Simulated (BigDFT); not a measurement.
Runs of BigDFT 1.9.6 on CSiFH5. The cell holds a molecule in a box, 8 atoms: a = 13.000 Å, b = 13.000 Å, c = 13.000 Å, α = 90.00°, β = 90.00°, γ = 90.00°. 

```csv
potentials or basis,largest force (eV/Å)
"GTH-BP (C q4, F q7, H q1, Si q4)",0.21
"UZH-GTH-PBE (C q4, F q7, H q1, Si q4)",(a)
"GTH-PBE (C q4, F q7, H q1, Si q4)",(b)
"UZH-GTH-PBE0 (C q4, F q7, H q1, Si q4)",0.18
"UZH-GTH-SCAN (C q4, F q7, H q1, Si q4)",0.17
"GTH-BLYP (C q4, F q7, H q1, Si q4)",0.17
"GTH-PADE (C q4, F q7, H q1, Si q4)",0.53
```

Alike in all rows: task single point; level PBE; no spin polarisation; cell as given; smearing fixed; grid spacing 0.27 bohr.

Question: Estimate the missing entries.

Answer: (a) 0.19; (b) 0.20.

Caveats: boundaries are free: the box only frames the coordinates; the noise in the forces, which the program reports and removes, is over 0.05 eV/Å, so forces are rough; the potentials were made for another functional, which shifts forces and pressure (some runs).

Not every run made on this cell is shown here.
